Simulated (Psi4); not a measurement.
# GaCl (SMILES [Cl][Ga]) at MP2/cc-pVQZ (density fitting, density fitting for correlation, sweep point 5)

Aim: the vertical ionisation energy of GaCl at MP2/cc-pVQZ (density fitting, density fitting for correlation, sweep point 5), from 2 runs. Input form: a Python script.

Program for the calculation: Psi4 1.11.

4 further runs of the same task are left out: 4 for a known fault of the program.

## Step 1: The structure to begin with

GaCl: 2 atoms, total charge 0, spin state singlet. As SMILES, `[Cl][Ga]`. Geometry: a GFN2-xTB relaxation, a rough one for these elements and not checked as a minimum.

Bond lengths: Cl1–Ga2 2.169 Å.

## Step 2: A single-point energy at MP2/cc-pVQZ (density fitting, density fitting for correlation, sweep point 5)

clga.py reads:

```python
import psi4

psi4.set_memory(1600000000)
psi4.set_num_threads(1)
psi4.core.set_output_file('output.dat', False)

molecule = psi4.geometry("""
0 1
Cl     0.000000     0.000000     0.000000
Ga     0.000000     0.000000     2.168600
symmetry c1
""")

psi4.set_options(dict(basis='cc-pVQZ', puream=True, scf_type='df', num_frozen_docc=14))

e_tot, wfn = psi4.energy('mp2', molecule=molecule, return_wfn=True)
print(f'mp2 energy: {e_tot:.10f} Eh')
for k, v in sorted(psi4.core.scalar_variables().items()):
    print(f'{k:45s} {v:18.10f}')
```

Run with:

```sh
$ python clga.py
```

output.dat:

```text
[...]
  Running in c1 symmetry.
[...]
  Nuclear repulsion =  128.597431533288756
[...]
  Multiplicity = 1
[...]
  Nalpha       = 24
  Nbeta        = 24
[...]
    Number of basis functions: 127
[...]
   @DF-RHF iter   1: -2381.55702197999426   -3.32796e+00   1.86346e-02 ADIIS/DIIS
[...]
   @DF-RHF iter  11: -2382.88524575354222   -3.91083e-11   6.05079e-09 DIIS
[...]
    Orbital Energies [Eh]
    ---------------------
    Doubly Occupied:
       1A   -378.835779     2A   -104.802916     3A    -48.185730
       4A    -42.511883     5A    -42.511883     6A    -42.510617
       7A    -10.530384     8A     -7.996786     9A     -7.996031
      10A     -7.996031    11A     -6.414155    12A     -4.503681
      13A     -4.503681    14A     -4.499839    15A     -1.218711
      16A     -1.216828    17A     -1.216828    18A     -1.212389
      19A     -1.212389    20A     -1.053551    21A     -0.548415
      22A     -0.451700    23A     -0.451700    24A     -0.347833
[...]
  @DF-RHF Final Energy: -2382.88524575354222
   => Energetics <=
    Nuclear Repulsion Energy =            128.5974315332887556
    One-Electron Energy =               -3577.5058759845974237
    Two-Electron Energy =                1066.0231986977662473
    Total Energy =                      -2382.8852457535422218
[...]
 Multipole Moments:
 ------------------------------------------------------------------------------------
     Multipole            Electronic (a.u.)      Nuclear  (a.u.)        Total (a.u.)
 ------------------------------------------------------------------------------------
 L = 1.  Multiply by 2.5417464519 to convert [e a0] to [Debye]
 Dipole X            :         -0.0000000            0.0000000           -0.0000000
 Dipole Y            :         -0.0000000            0.0000000           -0.0000000
 Dipole Z            :          4.2581792           -3.4592921            0.7988872
 Magnitude           :                                                    0.7988872
[...]
```

Standard output:

```text
mp2 energy: -2383.2901232946 Eh
CURRENT CORRELATION ENERGY                         -0.4048775411
CURRENT ENERGY                                  -2383.2901232946
CURRENT REFERENCE ENERGY                        -2382.8852457535
CUSTOM SCS-MP2 CORRELATION ENERGY                  -0.3893504990
CUSTOM SCS-MP2 TOTAL ENERGY                     -2383.2745962525
DD SOLVATION ENERGY                                 0.0000000000
HF KINETIC ENERGY                                2382.9847199557
HF POTENTIAL ENERGY                             -4765.8699657092
HF TOTAL ENERGY                                 -2382.8852457535
HF VIRIAL RATIO                                     1.9999582565
MP2 CORRELATION ENERGY                             -0.4048775411
MP2 DOUBLES ENERGY                                 -0.4048775411
MP2 OPPOSITE-SPIN CORRELATION ENERGY               -0.2935284446
MP2 SAME-SPIN CORRELATION ENERGY                   -0.1113490965
MP2 SINGLES ENERGY                                 -0.0000000000
MP2 TOTAL ENERGY                                -2383.2901232946
NUCLEAR REPULSION ENERGY                          128.5974315333
ONE-ELECTRON ENERGY                             -3577.5058759846
PCM POLARIZATION ENERGY                             0.0000000000
PE ENERGY                                           0.0000000000
SCF ITERATION ENERGY                            -2382.8852457535
SCF ITERATIONS                                     11.0000000000
SCF TOTAL ENERGY                                -2382.8852457535
SCS-MP2 CORRELATION ENERGY                         -0.3893504990
SCS-MP2 TOTAL ENERGY                            -2383.2745962525
TWO-ELECTRON ENERGY                              1066.0231986978
```

It took 6 s on 1 thread of Intel Xeon 6975P-C (Granite Rapids), shared host; peak memory 0.65 GiB.

## Step 3: The doublet cation, same level

clga.py reads:

```python
import psi4

psi4.set_memory('1600 MB')
psi4.set_num_threads(1)
psi4.core.set_output_file('psi4.out', False)

geom = psi4.geometry("""
1 2
Cl     0.000000     0.000000     0.000000
Ga     0.000000     0.000000     2.168600
symmetry c1
""")

psi4.set_options({
    'basis': 'cc-pVQZ',
    'reference': 'uhf',
    'puream': True,
    'scf_type': 'df',
    'num_frozen_docc': 14,
    'maxiter': 150,
})

e = psi4.energy("mp2", molecule=geom)
print(f'mp2 energy: {e:.10f} Eh')
```

Run with:

```sh
$ python clga.py
```

psi4.out:

```text
[...]
  Running in c1 symmetry.
[...]
  Nuclear repulsion =  128.597431533288756
[...]
  Multiplicity = 2
[...]
  Nalpha       = 24
  Nbeta        = 23
[...]
    Number of basis functions: 127
[...]
   @DF-UHF iter   1: -2381.34735731294631   -3.11830e+00   1.81527e-02 ADIIS/DIIS
[...]
   @DF-UHF iter  14: -2382.56404213463657   -8.18545e-12   5.15910e-09 DIIS
[...]
   @S^2 Observed:                7.734657246E-01
[...]
    Orbital Energies [Eh]
    ---------------------
    Alpha Occupied:
       1A   -379.154657     2A   -105.069744     3A    -48.501803
       4A    -42.828013     5A    -42.828013     6A    -42.826663
       7A    -10.793110     8A     -8.266728     9A     -8.256885
      10A     -8.256885    11A     -6.733015    12A     -4.821836
      13A     -4.821836    14A     -4.818090    15A     -1.534989
      16A     -1.534989    17A     -1.533683    18A     -1.529540
      19A     -1.529540    20A     -1.313050    21A     -0.820717
      22A     -0.690161    23A     -0.690161    24A     -0.665154
    Alpha Virtual:
      25A     -0.205132    26A     -0.205132    27A     -0.109398
[...]
  @DF-UHF Final Energy: -2382.56404213463657
   => Energetics <=
    Nuclear Repulsion Energy =            128.5974315332887556
    One-Electron Energy =               -3563.5445336872153348
    Two-Electron Energy =                1052.3830600192902693
    Total Energy =                      -2382.5640421346361109
  UHF NO Occupations:
  HONO-2 :   22  A 1.9995121
  HONO-1 :   23  A 1.9892242
[...]
 Multipole Moments:
 ------------------------------------------------------------------------------------
     Multipole            Electronic (a.u.)      Nuclear  (a.u.)        Total (a.u.)
 ------------------------------------------------------------------------------------
 L = 1.  Multiply by 2.5417464519 to convert [e a0] to [Debye]
 Dipole X            :         -0.0000000            0.0000000           -0.0000000
 Dipole Y            :         -0.0000000            0.0000000           -0.0000000
 Dipole Z            :          5.0161487           -3.4592921            1.5568566
 Magnitude           :                                                    1.5568566
[...]
```

Standard output:

```text
mp2 energy: -2382.9307350122 Eh
```

Run time: 6.3 s. Hardware: 1 thread of Intel Xeon 6975P-C (Granite Rapids), shared host; peak memory 0.65 GiB.

## Step 4: Summary of results

At MP2/cc-pVQZ (density fitting, density fitting for correlation, sweep point 5), 14 core orbitals frozen:

| quantity | value |
| --- | --- |
| singlet GaCl: total energy | -2383.29012 Eh |
| singlet GaCl: HOMO energy (Hartree–Fock orbitals) | -9.47 eV |
| singlet GaCl: LUMO energy (Hartree–Fock orbitals) | 0.75 eV |
| singlet GaCl: HOMO–LUMO gap (Hartree–Fock orbitals) | 10.22 eV |
| singlet GaCl: correlation energy (14 core orbitals frozen) | -404.9 mEh |
| doublet cation: total energy | -2382.93074 Eh |
| doublet cation: HOMO energy (Hartree–Fock orbitals) (highest over α and β) | -18.10 eV |
| doublet cation: LUMO energy (Hartree–Fock orbitals) (lowest over α and β) | -8.08 eV |
| doublet cation: correlation energy (14 core orbitals frozen) | -366.7 mEh |
| doublet cation: ⟨S²⟩ of the reference determinant | 0.773 |
| vertical ionisation energy (to the doublet cation) | 9.779 eV |

**Reading.** Removing an electron at fixed nuclei costs 9.78 eV (226 kcal/mol).
